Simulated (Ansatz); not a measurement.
# F2H2S2Ti: basis-set convergence

The task here is to estimate one member of a computed series from the others.

Method: one geometry, several basis sets; program: Ansatz 0.2.0, Gaussian basis.

Plan: PBE0-D4/def2-SVP; ωB97M-V/def2-SVP; PBE0-D4/def2-QZVPP; ωB97M-V/def2-QZVPP; the functionals' def2-TZVPP values are taken from earlier runs.

### The relaxed structure

All runs share one geometry, relaxed beforehand with PBE0-D4 in a triple-zeta def2 set.

7 atoms, charge 0, spin multiplicity 1.

Atoms are counted from 1 here; the program's logs count them from 0.

Bond lengths: F1–Ti2 1.742 Å, Ti2–F3 1.742 Å, Ti2–S4 2.276 Å, Ti2–S5 2.276 Å, S4–H6 1.348 Å, S5–H7 1.348 Å. Angles: F1–Ti2–F3 116.2°, F1–Ti2–S4 111.4°, F1–Ti2–S5 104.3°, F3–Ti2–S4 104.3°, F3–Ti2–S5 111.5°, S4–Ti2–S5 109.1°, Ti2–S4–H6 91.2°, Ti2–S5–H7 91.2°.

Coordinates:

```
F    -0.36957   -2.12084   -0.18385
Ti    0.23394   -0.54846    0.26146
F     1.48344   -0.52063    1.47507
S    -1.41549    0.76341    1.12069
S     0.95733    0.35342   -1.69893
H    -2.19569    0.53446    0.04543
H     1.36723    1.47064   -1.06558
```

The first run:

in.yaml

```yaml
crystal:
  periodic: [false, false, false]
  atoms:
    - {symbol: F, position_ang: [-0.369566, -2.120835, -0.183845]}
    - {symbol: Ti, position_ang: [0.233945, -0.548456, 0.261462]}
    - {symbol: F, position_ang: [1.483441, -0.520632, 1.475067]}
    - {symbol: S, position_ang: [-1.415488, 0.763408, 1.120693]}
    - {symbol: S, position_ang: [0.957331, 0.353419, -1.698931]}
    - {symbol: H, position_ang: [-2.195691, 0.534457, 0.045430]}
    - {symbol: H, position_ang: [1.367227, 1.470638, -1.065577]}
basis:
  gaussian: {orbitals: def2-SVP}
hamiltonian: {xc: pbe0, dispersion: d4}
output: {orbitals: {seedname: orbitals}}
```

Steps of the session up to this table: PBE0-D4 in def2-SVP; ωB97M-V in def2-SVP; PBE0-D4 in def2-QZVPP; ωB97M-V in def2-QZVPP.

One table of the session follows, with a row left open; its other results are not shown here.

It belongs to the step «Functionals by basis». 

| functional | basis | HOMO (eV) | LUMO (eV) |
| --- | --- | --- | --- |
| PBE0-D4 | def2-SVP | -7.80 | -3.15 |
| PBE0-D4 | def2-TZVPP | -7.88 | -3.11 |
| PBE0-D4 | def2-QZVPP | -7.89 | -3.12 |
| ωB97M-V | def2-SVP | ? | ? |
| ωB97M-V | def2-TZVPP | -9.96 | -0.89 |
| ωB97M-V | def2-QZVPP | -9.97 | -0.93 |

**Question.** Estimate the row for ωB97M-V, def2-SVP.

As computed: HOMO (eV): -9.83; LUMO (eV): -0.88. In the column «HOMO (eV)» it lies between ωB97M-V, def2-TZVPP (-9.96) and PBE0-D4, def2-QZVPP (-7.89).
